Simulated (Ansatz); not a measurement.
Run this with Ansatz 0.2.0 through its Python package and show what comes out.

`c2h6ossi.xyz`
```text
11

C    -1.26630   -0.71790   -0.84270
Si    0.24150   -0.09990   -0.15600
S     1.84120    0.16410   -1.47690
C     0.61320    0.21930    1.61170
O     0.12270    1.26350    0.74500
H    -1.19480   -1.59220   -1.41290
H    -2.03960   -0.85820   -0.07660
H    -1.70950    0.07330   -1.55360
H     2.07960    1.47460   -1.13970
H     1.56630    0.20800    1.98370
H    -0.18890   -0.19160    2.33860
```

`energy.py`
```python
import ansatz as az
import numpy as np
import pandas as pd

BASIS_SET = "def2-SVP"
XC = "b3lyp"
DISPERSION = "d4"

molecule = az.Crystal.molecule_from_extxyz("c2h6ossi.xyz")

setup = molecule.calculation()
setup = setup.basis(gaussian=BASIS_SET)
setup = setup.functional(XC, dispersion=DISPERSION).forces()
res = setup.run()
data = res.report

print("reference energy %16.6f eV" % data["reference_energy_ev"])
print("total energy     %16.6f eV" % data["free_energy_ev"])
print("occupied (up, down):", data["n_occupied"], " virtual:", data["n_virtual"], " frozen:", data["n_frozen"])

symbols = [site.symbol for site in molecule.cartesian_sites]
print("forces (eV/A)")
for symbol, f in zip(symbols, data["forces_ev_ang"]):
    print(f"  {symbol:2s} {f[0]:9.4f} {f[1]:9.4f} {f[2]:9.4f}")

charges = data["charge_distribution"]
table = pd.DataFrame({"atom": symbols, "mulliken": charges["mulliken_charges_e"], "lowdin": charges["lowdin_charges_e"]})
print(table.round(3).to_string())
print("dipole (e A):", np.round(charges["dipole_moment_e_ang"], 4) + 0.0)
```

```console
$ python energy.py
reference energy    -22923.651814 eV
total energy        -22924.083979 eV
occupied (up, down): [28, 28]  virtual: [80, 80]  frozen: 0
forces (eV/A)
  C    -2.6353    1.8606   -0.7547
  Si    1.5162   -0.0622    0.6113
  S     0.9943    0.2747   -1.0611
  C    -4.6420   -2.2830   -0.2436
  O    -0.0948    2.0534    1.0628
  H     0.2534   -1.8306   -1.0578
  H     0.0291   -0.1090    0.2215
  H     0.6763   -0.8077    0.7918
  H    -0.2352   -0.5518    0.0384
  H     2.9476    0.6100    1.0581
  H     1.1906    0.8457   -0.6665
   atom  mulliken  lowdin
0     C    -0.173  -0.088
1    Si     0.392  -0.026
2     S    -0.235   0.119
3     C     0.101  -0.037
4     O    -0.424  -0.019
5     H     0.045   0.002
6     H     0.059   0.030
7     H     0.072   0.052
8     H     0.098   0.004
9     H     0.024  -0.041
10    H     0.039   0.004
dipole (e A): [-0.2229 -0.2861 -0.069 ]
```

Total energies depend on the basis set; only differences at equal settings carry meaning. The geometry is a force-field or estimated start, not a minimum of this method, and the basis set is short of its limit. The Löwdin charges here are taken after orthogonalising the functions within each atom; they differ from plain Löwdin charges, and their signs can be unphysical. Total less reference energy is the dispersion correction. b3lyp holds the VWN-RPA fit, as in Gaussian; the form of ORCA and Turbomole is b3lyp5. The whole script took 5 s on 1 thread of Arm Neoverse V2, with other jobs on the host, peak memory 0.33 GiB.

(Lines on the test bed's own set-up are left out of the output.)
